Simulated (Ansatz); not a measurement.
**LiF (SMILES [Li][F]): r2SCAN/cc-pVTZ**

Aim: the electronic atomisation energy of LiF at r2SCAN/cc-pVTZ, from 3 runs. 

Program for the calculation: Ansatz 0.2.0.

41 further runs of the same task are left out: 41 set aside as unsound or not needed.

**1. The system as given**

LiF has 2 atoms, charge 0, and is taken as a singlet. SMILES: `[Li][F]`. The shape is that of a PBE0-D4/def2-TZVP optimisation.

Bond lengths: Li1–F2 1.560 Å.

**2. A single-point energy at r2SCAN/cc-pVTZ**

Contents of job.yaml:

```yaml
crystal:
  periodic: [false, false, false]
  atoms:
    - {symbol: Li, position_ang: [-0.664430, 0.218370, -0.344950]}
    - {symbol: F, position_ang: [0.664430, -0.218370, 0.344950]}
basis:
  gaussian: {orbitals: cc-pVTZ}
accuracy: high
output: {orbitals: {seedname: orbitals}}
hamiltonian: {xc: r2scan}
```

The run is started by

```bash
$ ansatz run job.yaml --threads 1 --pin off --max-ram 3480MiB --events-out events.jsonl --progress --plain --runs-dir runs
```

The program printed:

```text
Warning: RAYON_NUM_THREADS=1 ignored (pool sized by the plan → 1); use --threads N
Functional definition: r2SCAN
  name "r2SCAN"
  parameter k0 = 0.174
  parameter k1 = 0.065
  parameter a1 = 4.9479
  exchange = r2scan_x(k0 = k0, k1 = k1, a1 = a1)
  correlation = r2scan_c
789 factors; integrals over basis functions are off by at most 3.4e-9 eV
mean field evaluation 1: about -2918.7639 eV, gradient 5.2e1 eV
mean field evaluation 2: about -2776.8595 eV, gradient 2.3e2 eV
mean field evaluation 4: about -2922.8540 eV, gradient 4.8e0 eV
mean field evaluation 8: about -2922.8848 eV, gradient 1.3e-2 eV
mean field evaluation 16: about -2922.8848 eV, gradient 5.0e-7 eV
mean field -2922.88475923 eV, -107.4140336993 hartree, gradient 1.6e-8 eV, S^2 0.000000; 0 other end points of the search recorded, 0 dependent functions left out
reference -2922.88476073 eV, -107.4140337544 hartree; 6, 6 occupied and 54, 54 virtual orbitals, 789 factors
Total energy: -2922.88476073 eV, -107.4140337544 hartree
```

Run time: 2.5 s. Hardware: 1 thread of Arm Neoverse V2, shared host; peak memory 0.14 GiB.

**3. The F atom**

Contents of job.yaml:

```yaml
crystal:
  periodic: [false, false, false]
  atoms:
    - symbol: F
      position_ang: [0.000000, 0.000000, 0.000000]
basis:
  gaussian:
    orbitals: cc-pVTZ
magnetization:
  spin_polarized: true
  initial_magnetization: 1
accuracy: high
total_charge: 0
hamiltonian:
  xc: {name: r2SCAN}
```

Run the same way, it converges to -99.72102 Eh (log not shown).

**4. The Li atom at the same level**

Contents of molecule.yaml:

```yaml
basis:
  gaussian:
    orbitals: cc-pVTZ
crystal:
  periodic: [false, false, false]
  atoms:
    - symbol: Li
      position_ang: [0.000000, 0.000000, 0.000000]
magnetization:
  spin_polarized: true
  initial_magnetization: 1
hamiltonian:
  xc: {name: r2SCAN}
accuracy: high
```

Run the same way, it converges to -7.47916 Eh (log not shown).

**5. Summary of results**

At r2SCAN/cc-pVTZ:

```
                     quantity          value
       molecule: total energy  -107.41403 Eh
        molecule: HOMO energy       -6.37 eV
        molecule: LUMO energy       -0.81 eV
      molecule: HOMO–LUMO gap        5.56 eV
         F atom: total energy   -99.72102 Eh
                 F atom: ⟨S²⟩          0.752
        Li atom: total energy    -7.47916 Eh
                Li atom: ⟨S²⟩          0.750
electronic atomisation energy       5.819 eV
```

In words: Taking the molecule apart into free atoms costs 5.82 eV (561 kJ/mol), before zero-point energy and without spin-orbit coupling.
